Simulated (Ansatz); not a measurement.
# Co3W: further runs on the relaxed cell

This session takes Co3W and sets out to fit an equation of state.

Computed with Ansatz 0.2.0 (DFT r2SCAN, scalar-relativistic, plane waves, PAW, unless a step's input says otherwise).

1 further run of the same task is left out (set aside as unsound or not needed).

## 1. Starting point

Symmetry: Pm-3m, No. 221, cubic system. The conventional cell has a = 3.565 Å, b = 3.565 Å, c = 3.565 Å, α = 90.00°, β = 90.00°, γ = 90.00°. Co (site symmetry 4/mmm) is surrounded by 8 Co at 2.52 Å and 4 W at 2.52 Å. W (site symmetry m-3m) is surrounded by 12 Co at 2.52 Å.

Structure file:

```
CELL_PARAMETERS angstrom
3.56466 0.00000 0.00000
0.00000 3.56466 0.00000
0.00000 0.00000 3.56466
ATOMIC_POSITIONS crystal
Co 0.50000 0.50000 0.00000
Co 0.50000 0.00000 0.50000
Co 0.00000 0.50000 0.50000
W 0.00000 0.00000 0.00000
```

It goes back to an entry of the Materials Project, which need not be the stable form.

This cell was relaxed beforehand with the same method: volume 11.32 Å³/atom, gap on the mesh none (metal), site moments up to 0.5 μB.

## 2. The cell scaled to 0.97 of its volume

input.yaml reads:

```yaml
crystal:
  lattice:
    - [3.5286533466, 0.0, 0.0]
    - [0.0, 3.5286533466, 0.0]
    - [0.0, 0.0, 3.5286533466]
  atoms:
    - { symbol: Co, position: [0.5, 0.5, 0.0], spin: -0.53 }
    - { symbol: Co, position: [0.5, 0.0, 0.5], spin: -0.53 }
    - { symbol: Co, position: [0.0, 0.5, 0.5], spin: -0.53 }
    - { symbol: W, position: [0.0, 0.0, 0.0], spin: 0.2 }
basis:
  ecutwfc: 500
kpoints:
  mp_grid: { grid: [12, 12, 12] }
hamiltonian:
  xc: r2scan
scf:
  occupations: { method: gaussian, width: 0.1 }
output:
  forces: true
  stress: true
  eigenvalues: true
  populations: true
magnetization:
  spin_polarized: true
```

Command:

```bash
$ ansatz run input.yaml --threads 1 --pin off --max-ram 2560MiB --backend cpu --events-out ev --progress --plain --runs-dir out
```

Output (excerpt; [...] marks lines left out):

```text
Warning: RAYON_NUM_THREADS=1 ignored (pool sized by the plan → 1); use --threads N
[...]
Pseudopotentials: kind: paw
Pseudopotential: Co, paw, valence charge 17, recommended cutoff 500 eV (meta_gga), Co.paw.azcp
Pseudopotential: W, paw, valence charge 14, recommended cutoff 500 eV (meta_gga), W.paw.azcp
Functional definition: r2SCAN
[...]
Crystal: 4 atoms, lattice volume = 43.937 Å³
Basis set: ecut = 500 eV, 1141 PW (Γ), exchange–correlation on 108×108×108 points (64 copies of the dense FFT grid, shifted against one another)
Bands: 41, of which v1, the nominal top of the filled ones, is band 33 counted from 1 (32 counted from 0)
Symmetry: 48 space group operations
Space group: Pm-3m (ITA 221), of the structure as read, at distance tolerance 3.5e-5 Å
Magnetic group: BNS 221.92 (UNI 1594), of the structure as read, at distance tolerance 3.5e-5 Å
k-points: 84 of 1728
[...]
Starting moments: Σ|m| = 1.79 μB on 4 of 4 sites
[...]
SCF iter   1: F=—  HF=-25788.698586 eV  |F-HF|=—  |Δ(HF+E_count)|=         —  Δρ=6.16e-2 (↑6.16e-2 ↓5.93e-2)  dr2=3.62e0  dr2_τ=3.48e-2  dr2_m=1.79e-2  M=-1.032 μB ∫|m|=1.619 μB  β_m=1.00  ethr=3.10e-3  ⟨swp⟩=5.7  Hψ=22257  notcnv=0
[...]
spin=Collinear: Kerker preconditioning applied to the charge; magnetization (m = ρ↑ − ρ↓) channel mixes plain (no charge-response kernel on spin).
[...]
SCF iter  18: F=-25791.346254 eV  HF=-25791.346254 eV  |F-HF|=1.46e-9  |Δ(HF+E_count)|=   4.23e-8  Δρ=3.56e-6 (↑2.39e-6 ↓3.56e-6)  dr2=5.93e-9  dr2_τ=1.65e-10  dr2_m=5.77e-10  M=-0.995 μB ∫|m|=1.841 μB  ethr=1.81e-11  ⟨swp⟩=8.4  Hψ=26206  notcnv=0
[...]
this state was not tested for a lower state beside it, because the mixer in use, unlike msr1, does not test its closes by its own steps (another_mixer; see scf.mixing.algorithm and scf.lower_state_search)
SCF converged after 18 iterations
Magnetization: -0.9951 μB (32.0025 up, 32.9975 down)
Absolute magnetization: 1.8423 μB (∫|ρ↑−ρ↓|, with the PAW one-centre terms)
Spin contamination: 0.0873 ħ² per cell (⟨S²⟩ above its minimum at these occupations)
Per-site moments (μB) at R_I (Å): [(-0.45942804435133766, 1.0292430678079543), (-0.4594280443513375, 1.0292430678079543), (-0.4594280443513374, 1.0292430678079543), (0.16132614098549197, 1.0292430678079543)]
Free energy (F): -25791.346254 eV
[...]
E sigma→0 (E₀):  -25791.343288 eV
Entropy (-TS):   -0.005933 eV (-1.483 meV/atom)
Fermi energy:    22.332875 eV
[...]
--- Forces (eV/Å), atoms counted from 1 ---
  atom   1  Co     0.00000000     0.00000000     0.00000000
  atom   2  Co     0.00000000    -0.00000000     0.00000000
  atom   3  Co     0.00000000    -0.00000000     0.00000000
  atom   4  W     -0.00000000     0.00000000    -0.00000000
[...]
--- Stress (GPa, compression-positive) ---
        9.638824      -0.000000       0.000000
        0.000000       9.638824       0.000000
       -0.000000       0.000000       9.638824
  P = ⅓ Tr σ = 9.6388 GPa (96.388 kbar)
--- Band table (eV; the first three rows and the last of 168) ---
[...]
--- Löwdin populations: 4 sites ---
  site symbol       q [e]    m [muB]
     0     Co     16.7643    -0.4589
     1     Co     16.7643    -0.4589
     2     Co     16.7643    -0.4589
     3      W     13.9317     0.2752
  spilling = 0.011928 (of n_electrons = 65.000000)
```

Run time: 2.9 min. Hardware: 1 thread of AMD EPYC (Zen 3), shared host; peak memory 0.69 GiB.

Per atom:

```csv
atom,moment in the atom's sphere (μB),Löwdin electrons
Co1,-0.46,16.76
Co2,-0.46,16.76
Co3,-0.46,16.76
W4,0.16,13.93
```

The Löwdin counts miss 0.78 of the 65 electrons, which the atomic orbitals do not span, so they are no charges.

## 3. Volume × 1.03

input.yaml, as its differences from that of step 2:

```diff
@@ -2,5 +2,5 @@
   lattice:
-    - [3.5286533466, 0.0, 0.0]
-    - [0.0, 3.5286533466, 0.0]
-    - [0.0, 0.0, 3.5286533466]
+    - [3.599958484, 0.0, 0.0]
+    - [0.0, 3.599958484, 0.0]
+    - [0.0, 0.0, 3.599958484]
   atoms:
```

Command:

```bash
$ ansatz run input.yaml --threads 1 --pin off --max-ram 2560MiB --backend cpu --events-out ev --progress --plain --runs-dir out
```

Output (excerpt; [...] marks lines left out):

```text
Warning: RAYON_NUM_THREADS=1 ignored (pool sized by the plan → 1); use --threads N
[...]
[... 4 set-up lines as earlier in the session ...]
[...]
Crystal: 4 atoms, lattice volume = 46.654 Å³
Basis set: ecut = 500 eV, 1213 PW (Γ), exchange–correlation on 108×108×108 points (64 copies of the dense FFT grid, shifted against one another)
Bands: 41, of which v1, the nominal top of the filled ones, is band 33 counted from 1 (32 counted from 0)
[... 1 set-up line as earlier in the session ...]
Space group: Pm-3m (ITA 221), of the structure as read, at distance tolerance 3.6e-5 Å
Magnetic group: BNS 221.92 (UNI 1594), of the structure as read, at distance tolerance 3.6e-5 Å
k-points: 84 of 1728
[...]
Starting moments: Σ|m| = 1.79 μB on 4 of 4 sites
[...]
Free energy (F): -25791.350489 eV
[...]
E sigma→0 (E₀):  -25791.347089 eV
Entropy (-TS):   -0.006800 eV (-1.700 meV/atom)
Fermi energy:    20.827661 eV
[...]
--- Forces (eV/Å), atoms counted from 1 ---
  atom   1  Co     0.00000000    -0.00000000     0.00000000
  atom   2  Co     0.00000000    -0.00000000     0.00000000
  atom   3  Co     0.00000000     0.00000000     0.00000000
  atom   4  W     -0.00000000    -0.00000000    -0.00000000
[...]
--- Stress (GPa, compression-positive) ---
       -8.129495       0.000000       0.000000
       -0.000000      -8.129495       0.000000
        0.000000       0.000000      -8.129495
  P = ⅓ Tr σ = -8.1295 GPa (-81.295 kbar)
--- Band table (eV; the first three rows and the last of 168) ---
[...]
--- Löwdin populations: 4 sites ---
  site symbol       q [e]    m [muB]
     0     Co     16.7598    -0.5050
     1     Co     16.7598    -0.5050
     2     Co     16.7598    -0.5050
     3      W     13.9205     0.3292
  spilling = 0.012308 (of n_electrons = 65.000000)
```

It took 3.2 min on 1 thread of AMD EPYC (Zen 3), shared host; peak memory 0.7 GiB.

Per atom:

```csv
atom,moment in the atom's sphere (μB),Löwdin electrons
Co1,-0.50,16.76
Co2,-0.50,16.76
Co3,-0.50,16.76
W4,0.20,13.92
```

The Löwdin counts miss 0.80 of the 65 electrons, which the atomic orbitals do not span, so they are no charges.

## 4. Point at V/V0 = 0.94

input.yaml, as its differences from that of step 3:

```diff
@@ -2,5 +2,5 @@
   lattice:
-    - [3.599958484, 0.0, 0.0]
-    - [0.0, 3.599958484, 0.0]
-    - [0.0, 0.0, 3.599958484]
+    - [3.4918938677, 0.0, 0.0]
+    - [0.0, 3.4918938677, 0.0]
+    - [0.0, 0.0, 3.4918938677]
   atoms:
```

Command:

```bash
$ ansatz run input.yaml --threads 1 --pin off --max-ram 2560MiB --backend cpu --events-out ev --progress --plain --runs-dir out
```

Output (excerpt; [...] marks lines left out):

```text
Warning: RAYON_NUM_THREADS=1 ignored (pool sized by the plan → 1); use --threads N
[...]
[... 4 set-up lines as earlier in the session ...]
[...]
Crystal: 4 atoms, lattice volume = 42.578 Å³
Basis set: ecut = 500 eV, 1045 PW (Γ), exchange–correlation on 108×108×108 points (64 copies of the dense FFT grid, shifted against one another)
Bands: 41, of which v1, the nominal top of the filled ones, is band 33 counted from 1 (32 counted from 0)
[... 2 set-up lines as earlier in the session ...]
Magnetic group: BNS 221.92 (UNI 1594), of the structure as read, at distance tolerance 3.5e-5 Å
k-points: 84 of 1728
[...]
Starting moments: Σ|m| = 1.79 μB on 4 of 4 sites
[...]
Free energy (F): -25791.217421 eV
[...]
E sigma→0 (E₀):  -25791.214667 eV
Entropy (-TS):   -0.005509 eV (-1.377 meV/atom)
Fermi energy:    23.154289 eV
[...]
--- Forces (eV/Å), atoms counted from 1 ---
  atom   1  Co     0.00000000    -0.00000000    -0.00000000
  atom   2  Co     0.00000000    -0.00000000     0.00000000
  atom   3  Co     0.00000000    -0.00000000     0.00000000
  atom   4  W     -0.00000000     0.00000000    -0.00000000
[...]
--- Stress (GPa, compression-positive) ---
       21.061601      -0.000000       0.000000
       -0.000000      21.061601       0.000000
        0.000000       0.000000      21.061601
  P = ⅓ Tr σ = 21.0616 GPa (210.616 kbar)
--- Band table (eV; the first three rows and the last of 168) ---
[...]
--- Löwdin populations: 4 sites ---
  site symbol       q [e]    m [muB]
     0     Co     16.7665    -0.4399
     1     Co     16.7665    -0.4399
     2     Co     16.7665    -0.4399
     3      W     13.9390     0.2515
  spilling = 0.011716 (of n_electrons = 65.000000)
```

It took 2.9 min on 1 thread of AMD EPYC (Zen 3), shared host; peak memory 0.69 GiB.

Per atom:

```csv
atom,moment in the atom's sphere (μB),Löwdin electrons
Co1,-0.44,16.77
Co2,-0.44,16.77
Co3,-0.44,16.77
W4,0.15,13.94
```

The Löwdin counts miss 0.76 of the 65 electrons, which the atomic orbitals do not span, so they are no charges.

## 5. The cell scaled to 1.06 of its volume

input.yaml, as its differences from that of step 4:

```diff
@@ -2,5 +2,5 @@
   lattice:
-    - [3.4918938677, 0.0, 0.0]
-    - [0.0, 3.4918938677, 0.0]
-    - [0.0, 0.0, 3.4918938677]
+    - [3.6345755931, 0.0, 0.0]
+    - [0.0, 3.6345755931, 0.0]
+    - [0.0, 0.0, 3.6345755931]
   atoms:
```

Command:

```bash
$ ansatz run input.yaml --threads 1 --pin off --max-ram 2560MiB --backend cpu --events-out ev --progress --plain --runs-dir out
```

Output (excerpt; [...] marks lines left out):

```text
Warning: RAYON_NUM_THREADS=1 ignored (pool sized by the plan → 1); use --threads N
[...]
[... 4 set-up lines as earlier in the session ...]
[...]
Crystal: 4 atoms, lattice volume = 48.013 Å³
Basis set: ecut = 500 eV, 1213 PW (Γ), exchange–correlation on 108×108×108 points (64 copies of the dense FFT grid, shifted against one another)
Bands: 41, of which v1, the nominal top of the filled ones, is band 33 counted from 1 (32 counted from 0)
[... 2 set-up lines as earlier in the session ...]
Magnetic group: BNS 221.92 (UNI 1594), of the structure as read, at distance tolerance 3.6e-5 Å
k-points: 84 of 1728
[...]
Starting moments: Σ|m| = 1.79 μB on 4 of 4 sites
[...]
Free energy (F): -25791.251738 eV
[...]
E sigma→0 (E₀):  -25791.248165 eV
Entropy (-TS):   -0.007146 eV (-1.786 meV/atom)
Fermi energy:    20.135803 eV
[...]
--- Forces (eV/Å), atoms counted from 1 ---
  atom   1  Co     0.00000000     0.00000000    -0.00000000
  atom   2  Co     0.00000000    -0.00000000     0.00000000
  atom   3  Co     0.00000000    -0.00000000    -0.00000000
  atom   4  W     -0.00000000    -0.00000000     0.00000000
[...]
--- Stress (GPa, compression-positive) ---
      -14.960452       0.000000       0.000000
        0.000000     -14.960452       0.000000
        0.000000       0.000000     -14.960452
  P = ⅓ Tr σ = -14.9605 GPa (-149.605 kbar)
--- Band table (eV; the first three rows and the last of 168) ---
[...]
--- Löwdin populations: 4 sites ---
  site symbol       q [e]    m [muB]
     0     Co     16.7575    -0.5324
     1     Co     16.7575    -0.5324
     2     Co     16.7575    -0.5324
     3      W     13.9164     0.3603
  spilling = 0.012481 (of n_electrons = 65.000000)
```

It took 4 min on 1 thread of AMD EPYC (Zen 3), shared host; peak memory 0.71 GiB.

Site by site:

```csv
atom,moment in the atom's sphere (μB),Löwdin electrons
Co1,-0.53,16.76
Co2,-0.53,16.76
Co3,-0.53,16.76
W4,0.22,13.92
```

The Löwdin counts miss 0.81 of the 65 electrons, which the atomic orbitals do not span, so they are no charges.

## 6. Point at V/V0 = 0.91

input.yaml, as its differences from that of step 5:

```diff
@@ -2,5 +2,5 @@
   lattice:
-    - [3.6345755931, 0.0, 0.0]
-    - [0.0, 3.6345755931, 0.0]
-    - [0.0, 0.0, 3.6345755931]
+    - [3.4543437116, 0.0, 0.0]
+    - [0.0, 3.4543437116, 0.0]
+    - [0.0, 0.0, 3.4543437116]
   atoms:
```

Command:

```bash
$ ansatz run input.yaml --threads 1 --pin off --max-ram 2560MiB --backend cpu --events-out ev --progress --plain --runs-dir out
```

Output (excerpt; [...] marks lines left out):

```text
[...]
this state was not tested for a lower state beside it, because the mixer in use, unlike msr1, does not test its closes by its own steps (another_mixer; see scf.mixing.algorithm and scf.lower_state_search)
SCF converged after 17 iterations
Magnetization: -0.9489 μB (32.0256 up, 32.9744 down)
Absolute magnetization: 1.6606 μB (∫|ρ↑−ρ↓|, with the PAW one-centre terms)
Spin contamination: 0.0635 ħ² per cell (⟨S²⟩ above its minimum at these occupations)
Per-site moments (μB) at R_I (Å): [(-0.42418928752527557, 1.0075683184963555), (-0.42418928752527585, 1.0075683184963555), (-0.42418928752527574, 1.0075683184963555), (0.13134524076363102, 1.0075683184963555)]
Free energy (F): -25790.983058 eV
[...]
E sigma→0 (E₀):  -25790.980423 eV
Entropy (-TS):   -0.005270 eV (-1.318 meV/atom)
Fermi energy:    24.027730 eV
[...]
--- Forces (eV/Å), atoms counted from 1 ---
  atom   1  Co     0.00000000    -0.00000000     0.00000000
  atom   2  Co     0.00000000    -0.00000000    -0.00000000
  atom   3  Co     0.00000000    -0.00000000    -0.00000000
  atom   4  W     -0.00000000     0.00000000     0.00000000
[...]
--- Stress (GPa, compression-positive) ---
       34.579586       0.000000       0.000000
       -0.000000      34.579586       0.000000
        0.000000       0.000000      34.579586
  P = ⅓ Tr σ = 34.5796 GPa (345.796 kbar)
--- Band table (eV; the first three rows and the last of 168) ---
[...]
--- Löwdin populations: 4 sites ---
  site symbol       q [e]    m [muB]
     0     Co     16.7686    -0.4229
     1     Co     16.7686    -0.4229
     2     Co     16.7686    -0.4229
     3      W     13.9474     0.2290
  spilling = 0.011489 (of n_electrons = 65.000000)
```

It took 2.6 min on 1 thread of AMD EPYC (Zen 3), shared host; peak memory 0.68 GiB.

## 7. Volume × 1.10

input.yaml, as its differences from that of step 6:

```diff
@@ -2,5 +2,5 @@
   lattice:
-    - [3.4543437116, 0.0, 0.0]
-    - [0.0, 3.4543437116, 0.0]
-    - [0.0, 0.0, 3.4543437116]
+    - [3.6797302175, 0.0, 0.0]
+    - [0.0, 3.6797302175, 0.0]
+    - [0.0, 0.0, 3.6797302175]
   atoms:
```

Command:

```bash
$ ansatz run input.yaml --threads 1 --pin off --max-ram 2560MiB --backend cpu --events-out ev --progress --plain --runs-dir out
```

Output (excerpt; [...] marks lines left out):

```text
[...]
this state was not tested for a lower state beside it, because the mixer in use, unlike msr1, does not test its closes by its own steps (another_mixer; see scf.mixing.algorithm and scf.lower_state_search)
SCF converged after 22 iterations
Magnetization: -1.1586 μB (31.9207 up, 33.0793 down)
Absolute magnetization: 2.3927 μB (∫|ρ↑−ρ↓|, with the PAW one-centre terms)
Spin contamination: 0.1856 ħ² per cell (⟨S²⟩ above its minimum at these occupations)
Per-site moments (μB) at R_I (Å): [(-0.5709521593421072, 1.073309403264161), (-0.5709521593421074, 1.073309403264161), (-0.5709521593421082, 1.073309403264161), (0.24877249034908888, 1.073309403264161)]
Free energy (F): -25791.038887 eV
[...]
E sigma→0 (E₀):  -25791.035256 eV
Entropy (-TS):   -0.007261 eV (-1.815 meV/atom)
Fermi energy:    19.266049 eV
[...]
--- Forces (eV/Å), atoms counted from 1 ---
  atom   1  Co     0.00000000    -0.00000000     0.00000000
  atom   2  Co     0.00000000    -0.00000000    -0.00000000
  atom   3  Co     0.00000000    -0.00000000    -0.00000000
  atom   4  W     -0.00000000     0.00000000     0.00000000
[...]
--- Stress (GPa, compression-positive) ---
      -22.393730       0.000000       0.000000
        0.000000     -22.393730       0.000000
        0.000000       0.000000     -22.393730
  P = ⅓ Tr σ = -22.3937 GPa (-223.937 kbar)
--- Band table (eV; the first three rows and the last of 168) ---
[...]
--- Löwdin populations: 4 sites ---
  site symbol       q [e]    m [muB]
     0     Co     16.7542    -0.5722
     1     Co     16.7542    -0.5722
     2     Co     16.7542    -0.5722
     3      W     13.9121     0.4065
  spilling = 0.012697 (of n_electrons = 65.000000)
```

Wall time 4.2 min (1 thread of AMD EPYC (Zen 3), shared host); peak memory 0.72 GiB.

## 8. Volume × 0.88

input.yaml, as its differences from that of step 7:

```diff
@@ -2,5 +2,5 @@
   lattice:
-    - [3.6797302175, 0.0, 0.0]
-    - [0.0, 3.6797302175, 0.0]
-    - [0.0, 0.0, 3.6797302175]
+    - [3.4159589377, 0.0, 0.0]
+    - [0.0, 3.4159589377, 0.0]
+    - [0.0, 0.0, 3.4159589377]
   atoms:
```

Command:

```bash
$ ansatz run input.yaml --threads 1 --pin off --max-ram 2560MiB --backend cpu --events-out ev --progress --plain --runs-dir out
```

Output (excerpt; [...] marks lines left out):

```text
[...]
this state was not tested for a lower state beside it, because the mixer in use, unlike msr1, does not test its closes by its own steps (another_mixer; see scf.mixing.algorithm and scf.lower_state_search)
SCF converged after 18 iterations
Magnetization: -0.9267 μB (32.0366 up, 32.9634 down)
Absolute magnetization: 1.5704 μB (∫|ρ↑−ρ↓|, with the PAW one-centre terms)
Spin contamination: 0.0530 ħ² per cell (⟨S²⟩ above its minimum at these occupations)
Per-site moments (μB) at R_I (Å): [(-0.40679822450815434, 0.996372188254767), (-0.40679822450815517, 0.996372188254767), (-0.40679822450815445, 0.996372188254767), (0.11693494580916937, 0.996372188254767)]
Free energy (F): -25790.623915 eV
[...]
E sigma→0 (E₀):  -25790.621175 eV
Entropy (-TS):   -0.005480 eV (-1.370 meV/atom)
Fermi energy:    24.960070 eV
[...]
--- Forces (eV/Å), atoms counted from 1 ---
  atom   1  Co     0.00000000     0.00000000     0.00000000
  atom   2  Co     0.00000000    -0.00000000     0.00000000
  atom   3  Co     0.00000000    -0.00000000     0.00000000
  atom   4  W     -0.00000000     0.00000000     0.00000000
[...]
--- Stress (GPa, compression-positive) ---
       50.553611      -0.000000       0.000000
       -0.000000      50.553611       0.000000
        0.000000       0.000000      50.553611
  P = ⅓ Tr σ = 50.5536 GPa (505.536 kbar)
--- Band table (eV; the first three rows and the last of 168) ---
[...]
--- Löwdin populations: 4 sites ---
  site symbol       q [e]    m [muB]
     0     Co     16.7709    -0.4051
     1     Co     16.7709    -0.4051
     2     Co     16.7709    -0.4051
     3      W     13.9568     0.2063
  spilling = 0.011241 (of n_electrons = 65.000000)
```

Run time: 2.7 min. Hardware: 1 thread of AMD EPYC (Zen 3), shared host; peak memory 0.66 GiB.

## 9. Equation of state

```csv
volume (Å³/atom),energy above the lowest point (meV/atom),pressure (GPa),gap on the mesh (eV),largest moment (μB)
9.965,190.4,50.55,0.00,0.41
10.305,100.6,34.58,0.00,0.42
10.644,42.0,21.06,0.00,0.44
10.984,9.9,9.64,0.00,0.46
11.324,0.0,0.00,0.00,0.48
11.664,8.9,-8.13,0.00,0.51
12.003,33.6,-14.96,0.00,0.53
12.456,86.9,-22.39,0.00,0.57
```

## 10. Summary of results

| quantity | value |
| --- | --- |
| equilibrium volume of the fit | 11.32 Å³/atom |
| bulk modulus | 294 GPa |
| its pressure derivative | 4.7 |

What this shows: The fit puts the minimum at 11.32 Å³/atom with B = 294 GPa and B' = 4.7. The magnetic state reached may not be the lowest one. The runs treat W without spin-orbit coupling. The small moment in this metal comes from r2SCAN alone, which enlarges such moments; no other functional was run here.
